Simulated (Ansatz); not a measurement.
The same calculation of LiZn3, space group P6_3/mmc as a Python script and as an input file (Ansatz 0.2.0, Python API).

`lizn3_deck.py`
```python
"""Single point of LiZn3 through the engine session."""

import json

import ansatz as az
import pandas as pd

deck = {
    "crystal": {
        "lattice": [[5.417061, 0.0, 0.0], [-2.70853, 4.691312, 0.0], [0.0, 0.0, 4.33683]],
        "atoms": [
            {"symbol": "Li", "position": [0.666667, 0.333333, 0.25]},
            {"symbol": "Li", "position": [0.333333, 0.666667, 0.75]},
            {"symbol": "Zn", "position": [0.665076, 0.832538, 0.25]},
            {"symbol": "Zn", "position": [0.167462, 0.334924, 0.25]},
            {"symbol": "Zn", "position": [0.832538, 0.167462, 0.75]},
            {"symbol": "Zn", "position": [0.334924, 0.167462, 0.75]},
            {"symbol": "Zn", "position": [0.832538, 0.665076, 0.75]},
            {"symbol": "Zn", "position": [0.167462, 0.832538, 0.25]},
        ],
    },
    "kpoints": {"mp_grid": {"grid": [5, 5, 5]}},
    "hamiltonian": {"xc": "pbesol"},
    "scf": {"occupations": {"method": "gaussian", "width": 0.05}},
    "basis": {"ecutwfc": 510},
    "output": {"forces": True},
}

done = az.Session.from_dict(deck).plan(threads=1).execute()
report = done.report

energy = report["free_energy_ev"]
print("LiZn3: {:.6f} eV = {:.6f} Ry = {:.6f} Ha".format(energy, energy / 13.605693, energy / 27.211386))
print("Fermi level {:.4f} eV, {} k-points, {} symmetry operations".format(report["fermi_energy_ev"], report["n_kpoints"], report["n_symmetry_ops"]))

# forces, one row an atom
table = pd.DataFrame(report["forces_ev_ang"], columns=["fx", "fy", "fz"])
table.insert(0, "atom", [site["symbol"] for site in report["lattice"]["sites"]])
print(table.round(4).to_string())

keep = ["free_energy_ev", "energy_sigma0_ev", "fermi_energy_ev", "n_iterations", "converged", "magnetization_mub", "n_kpoints"]
with open("lizn3.json", "w") as handle:
    json.dump({key: report[key] for key in keep}, handle, indent=1)

used = report["setup"]
print("cutoffs (eV):", used["ecut_ev"], used["ecutrho_ev"], " FFT grid:", used["fft_dense"])
print("cell volume {:.3f} A^3, {} symmetry operations".format(used["cell_volume_ang3"], used["n_sym_ops"]))
```

```console
$ python lizn3_deck.py
DeckWarning: the atoms were moved onto the symmetric positions of the space group found under crystal.symmetry.tolerance 1.0e-5 (fractional; no operation is sought that the atoms, as they stand in a round, miss by more than twice it, and no atom is moved by as much as it), and the run uses the moved positions. Before [...]
LiZn3: -20092.725846 eV = -1476.788124 Ry = -738.394062 Ha
Fermi level 9.4268 eV, 15 k-points, 24 symmetry operations
  atom      fx      fy   fz
0   Li -0.0000 -0.0000  0.0
1   Li  0.0000  0.0000  0.0
2   Zn -0.0081 -0.0047  0.0
3   Zn  0.0000  0.0094  0.0
4   Zn -0.0081  0.0047  0.0
5   Zn  0.0081  0.0047  0.0
6   Zn -0.0000 -0.0094  0.0
7   Zn  0.0081 -0.0047  0.0
cutoffs (eV): 510.0 2040.0  FFT grid: [40, 40, 32]
cell volume 110.212 A^3, 24 symmetry operations
```
(Warnings from the package without file and line, shortened.)

`input.yaml`:
```yaml
crystal:
  lattice:
    - [5.417061, 0.0, 0.0]
    - [-2.70853, 4.691312, 0.0]
    - [0.0, 0.0, 4.33683]
  atoms:
    - { symbol: Li, position: [0.666667, 0.333333, 0.25] }
    - { symbol: Li, position: [0.333333, 0.666667, 0.75] }
    - { symbol: Zn, position: [0.665076, 0.832538, 0.25] }
    - { symbol: Zn, position: [0.167462, 0.334924, 0.25] }
    - { symbol: Zn, position: [0.832538, 0.167462, 0.75] }
    - { symbol: Zn, position: [0.334924, 0.167462, 0.75] }
    - { symbol: Zn, position: [0.832538, 0.665076, 0.75] }
    - { symbol: Zn, position: [0.167462, 0.832538, 0.25] }
kpoints:
  mp_grid:
    grid: [5, 5, 5]
hamiltonian:
  xc: pbesol
scf:
  occupations:
    method: gaussian
    width: 0.05
basis:
  ecutwfc: 510
output:
  forces: true
```

Absolute energies stand on the zero of these potentials, so only differences at equal settings mean something. A total without «per atom» is that of the cell as typed. The mesh is modest for a metal, so energies can be off by several to tens of meV an atom and pressures by half a GPa or more; differences at equal mesh fare better. An absolute Fermi energy rests on an arbitrary zero of the periodic potential and has no direct meaning. The structure comes from a database of computed cells and needn't be a stable or known phase. Processor time in the engine: 4.6 s on 1 thread of Intel(R) Xeon(R) Processor @ 2.30GHz (shared host), peak memory 0.71 GiB.
